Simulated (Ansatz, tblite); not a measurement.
# PbH4 (H₄Pb): rung by rung

How do method and basis change the picture of PbH4 (H₄Pb) (singlet)?

Method: as each input shows; program: Ansatz 0.2.0, Gaussian basis.

The runs, in order: GFN1-xTB, GFN2-xTB, PBE-D4/def2-TZVP, r2SCAN-D4/def2-TZVP, HSE06-D4/def2-TZVP, B2PLYP/def2-TZVP, LDA/def2-TZVP, r2SCAN0-D4/def2-TZVP, HF/def2-TZVP, CAM-B3LYP-D4/def2-TZVP, B97M-V/def2-TZVP, PBE-D4/def2-SVP, PBE0-D4/def2-SVP, CCSD(T)/def2-TZVPP, MP2/def2-TZVP, RPA/def2-TZVP.

**1. The relaxed structure**

The geometry is that of the singlet, from an earlier relaxation (PBE0-D4/def2-TZVP).

5 atoms, charge 0, spin multiplicity 1.

Bond lengths: Pb1–H2 1.749 Å, Pb1–H3 1.749 Å, Pb1–H4 1.749 Å, Pb1–H5 1.749 Å. Angles: H2–Pb1–H3 109.5°, H2–Pb1–H4 109.5°, H2–Pb1–H5 109.5°, H3–Pb1–H4 109.5°, H3–Pb1–H5 109.5°, H4–Pb1–H5 109.5°.

As a file:

| atom | x (Å) | y (Å) | z (Å) |
| --- | --- | --- | --- |
| Pb1 | -0.0001 | 0.0001 | 0.0001 |
| H2 | 0.0110 | -0.0185 | 1.7487 |
| H3 | 1.6450 | 0.0107 | -0.5931 |
| H4 | -0.8319 | 1.4316 | -0.5628 |
| H5 | -0.8239 | -1.4239 | -0.5929 |

Pb takes a core potential in the def2 sets. No spin-orbit coupling is included.

PBE0-D4/def2-TZVP was run before; its log isn't repeated, and its numbers join the tables.

**2. GFN1-xTB**

Tight binding, by tblite at 300 K electronic temperature and without a spin-polarisation term:

```python
tblite.interface.Calculator('GFN1-xTB', numbers, positions, charge=0, uhf=0).singlepoint()
```

Energy -102.1448 eV, HOMO -12.41 eV, LUMO -3.78 eV; 0.006 s.

**3. GFN2-xTB**

Tight binding, by tblite at 300 K electronic temperature and without a spin-polarisation term:

```python
tblite.interface.Calculator('GFN2-xTB', numbers, positions, charge=0, uhf=0).singlepoint()
```

Energy -116.5147 eV, HOMO -11.96 eV, LUMO -6.53 eV; 0.002 s.

**4. PBE-D4/def2-TZVP**

start.molden holds the orbitals of an earlier run on this state, given as this run's starting guess.

File in.yaml:

```yaml
crystal:
  periodic: [false, false, false]
  atoms:
    - {symbol: Pb, position_ang: [-0.000070, 0.000059, 0.000058]}
    - {symbol: H, position_ang: [0.010990, -0.018500, 1.748671]}
    - {symbol: H, position_ang: [1.644963, 0.010735, -0.593121]}
    - {symbol: H, position_ang: [-0.831942, 1.431591, -0.562754]}
    - {symbol: H, position_ang: [-0.823941, -1.423886, -0.592864]}
basis:
  gaussian: {orbitals: def2-TZVP, initial_orbitals: start.molden}
hamiltonian: {xc: pbe, dispersion: d4}
scf: {omitted_lower_state_checks: [starts]}
output: {orbitals: {seedname: orbitals}}
```

On the command line:

```bash
ansatz run in.yaml --threads 4 --pin off --events-out ev --progress --plain --max-ram 3916MiB
```

The runs that follow: r2SCAN-D4/def2-TZVP; HSE06-D4/def2-TZVP; B2PLYP/def2-TZVP; LDA/def2-TZVP; r2SCAN0-D4/def2-TZVP; HF/def2-TZVP; CAM-B3LYP-D4/def2-TZVP; B97M-V/def2-TZVP; PBE-D4/def2-SVP; PBE0-D4/def2-SVP; CCSD(T)/def2-TZVPP; MP2/def2-TZVP; RPA/def2-TZVP.

Q: Predict the results of all the runs planned. Wanted: gap in def2-TZVP, named functionals and Hartree-Fock, smallest and largest; correlation energy, CCSD(T)/def2-TZVPP; correlation energy, MP2/def2-TZVP; binding an atom, CCSD(T)/def2-TZVPP; PBE0 total energy, smallest basis above largest.

As calculated:

| quantity | value |
| --- | --- |
| gap in def2-TZVP, named functionals and Hartree-Fock, smallest and largest | 6.39 eV (LDA), 14.64 eV (HF) |
| correlation energy, CCSD(T)/def2-TZVPP | -12.23 eV |
| correlation energy, MP2/def2-TZVP | -11.53 eV |
| binding an atom, CCSD(T)/def2-TZVPP | 1.942 eV |
| PBE0 total energy, smallest basis above largest | 0.30 eV (def2-SVP, def2-TZVP) |

What this shows: Orbital gaps of the named functionals and Hartree-Fock in def2-TZVP span 6.39 eV (LDA) to 14.64 eV (HF); exact exchange widens it. The functionals in def2-TZVP miss CCSD(T)/def2-TZVPP by -0.033 (HSE06-D4) to +0.317 eV (LDA) an atom. CCSD(T)/def2-TZVPP isn't at the basis-set limit; small misses against it rank nothing.
